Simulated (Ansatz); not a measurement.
# RuSi: the cost of one run

The runs use Ansatz 0.2.0, Gaussian basis; def2-TZVPP, core rule «outside noble gas», up to 9 orbitals frozen.

The runs, in order: UHF; ROHF; CCSD(T) on UHF.

2 further runs of the same task are left out: 2 set aside as unsound or not needed.

## 1. The geometry

The geometry is a PBE0/def2-TZVP stationary point (not a proven minimum) of the parent state, kept for this charge and spin. No spin-orbit coupling is included. Elements past krypton take def2 core potentials.

2 atoms, charge 0, spin multiplicity 3.

Atoms are counted from 1 here; the program's logs count them from 0.

Bond lengths: Ru1–Si2 2.032 Å.

## 2. UHF

File in.yaml:

```yaml
crystal:
  periodic: [false, false, false]
  atoms:
    - {symbol: Ru, position_ang: [0.000000, 0.000000, 0.000000]}
    - {symbol: Si, position_ang: [0.000000, 0.000000, 2.032000]}
basis:
  gaussian: {orbitals: def2-TZVPP}
magnetization: {spin_polarized: true, initial_magnetization: 2}
hamiltonian: {xc: hf}
output: {orbitals: {seedname: orbitals}}
```

On the command line:

```
$ ansatz run in.yaml --threads 1 --pin off --events-out ev --progress --plain --max-ram 2816MiB --backend cpu
```

**Question.** How long does this run take on 1 thread of AMD EPYC 7R13, shared host, and how much memory does it need?

About 25 s, with a peak of 0.31 GiB.
